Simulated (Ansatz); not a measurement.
**CH3BSe: functionals against CCSD(T) at one geometry**

One table from this session's results is given with a row withheld; the runs are named, their logs left out.

The runs use Ansatz 0.2.0, Gaussian basis; single points in def2-TZVPP.

Correlated methods freeze the cores. Filled d shells of the heavier atoms are correlated.

## The starting structure

SMILES `B1C[Se]1`, 6 atoms, charge 0, spin multiplicity 1.

Atoms are counted from 1 here; the program's logs count them from 0.

Bond lengths: B1–C2 1.726 Å, B1–Se3 1.957 Å, B1–H4 1.131 Å, C2–Se3 2.139 Å, C2–H5 1.111 Å, C2–H6 1.111 Å. Angles: C2–B1–Se3 70.7°, C2–B1–H4 157.6°, Se3–B1–H4 130.3°, B1–C2–Se3 59.7°, B1–C2–H5 117.6°, B1–C2–H6 118.5°, Se3–C2–H5 121.9°, Se3–C2–H6 109.2°, H5–C2–H6 117.3°, B1–Se3–C2 49.6°.

Geometry (Å):

```xyz
6
CH3BSe
B    -0.6893   -0.6395   -0.3476
C     0.3316    0.6630    0.1419
Se    0.9292   -1.3623    0.4821
H    -1.6441   -1.1584   -0.6625
H     0.7915    1.2845   -0.6566
H     0.1331    1.1544    1.1187
```

Set-up of the first run:

The input, run/in.yaml:

```yaml
crystal:
  periodic: [false, false, false]
  atoms:
    - {symbol: B, position_ang: [-0.689300, -0.639500, -0.347600]}
    - {symbol: C, position_ang: [0.331600, 0.663000, 0.141900]}
    - {symbol: Se, position_ang: [0.929200, -1.362300, 0.482100]}
    - {symbol: H, position_ang: [-1.644100, -1.158400, -0.662500]}
    - {symbol: H, position_ang: [0.791500, 1.284500, -0.656600]}
    - {symbol: H, position_ang: [0.133100, 1.154400, 1.118700]}
basis:
  gaussian: {orbitals: def2-TZVPP}
correlation: {method: ccsd_t}
output: {forces: true}
```

The command line of these runs was not kept.

Steps of the session up to this table: CCSD(T)/def2-TZVPP; PBE0-D4/def2-TZVPP; wB97M-V/def2-TZVPP; r2SCAN-D4/def2-TZVPP; PBE-D4/def2-TZVPP; r2SCANh-D4/def2-TZVPP; BHLYP-D4/def2-TZVPP.

One table of the session follows, with a row left open; its other results are not shown here.

```
    method  RMS force component (eV/Å)  angle to CCSD(T) forces (°)  dipole (D)
   CCSD(T)                       1.516                    reference        0.99
   PBE0-D4                           ?                            ?           ?
   wB97M-V                       1.622                          4.1        1.13
 r2SCAN-D4                       1.592                          2.1        1.10
    PBE-D4                       1.534                          5.1        0.85
r2SCANh-D4                       1.627                          2.1        1.15
  BHLYP-D4                       1.648                          4.8        1.32
```

Q: Estimate the row for PBE0-D4 from the others.

The run gave: RMS force component (eV/Å): 1.651; angle to CCSD(T) forces (°): 3.1; dipole (D): 1.08. In the column «RMS force component (eV/Å)» it is the highest.
